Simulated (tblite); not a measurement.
# C5H9O2S: the cost of one run

Programs: PySCF 2.14.0 with density-fitted response routines of our own, and tblite 0.8.0. All values are computed, except where a source is named. Atoms count from 0 throughout.

## (1) The starting structure

17 atoms, charge -1, multiplicity 1; geometry from: force field or distance geometry start.

Bonds of the start (Å): C0–H8 1.08, C0–H9 1.08, C0–S1 1.72, C4–C5 1.36, C4–H10 1.08, C5–C6 1.50, C5–C7 1.51, C6–H11 1.09, C6–H12 1.11, C6–H13 1.09, C7–H14 1.08, C7–H15 1.09, C7–H16 1.10, S1–C4 1.73, S1–O2 1.47, S1–O3 1.45.

## (2) GFN2-xTB relaxation, start minimum

The job: settings as JSON, then the geometry in Å.

```
{"job": {"xc": "GFN2-xTB", "basis": "xTB", "kind": "relax"}, "charge": -1, "multiplicity": 1}
C      2.326000    -0.870700    -0.313300
S      1.690200    -0.009100     1.036400
O      2.218700    -0.676200     2.234700
O      1.931500     1.409500     0.836700
C     -0.007300    -0.347500     0.970000
C     -0.846300     0.124000     0.011300
C     -2.307300    -0.218500     0.076000
C     -0.478700     1.011700    -1.148100
H      2.705900    -0.306600    -1.146200
H      2.437900    -1.937800    -0.238200
H     -0.377900    -0.967300     1.769000
H     -2.614400    -0.765300    -0.821500
H     -2.554400    -0.852400     0.951000
H     -2.905300     0.689200     0.156000
H      0.579300     1.211000    -1.254800
H     -0.816100     0.540800    -2.074900
H     -0.988700     1.977300    -1.054000
```

The run is started by

```sh
$ OMP_NUM_THREADS=1 python ens_run.py task.json out
```

One launch serves the whole session.

Q: Estimate the wall time of this first job on 1 thread of Intel Xeon Platinum 8488C, shared host.

About 2.9 s.
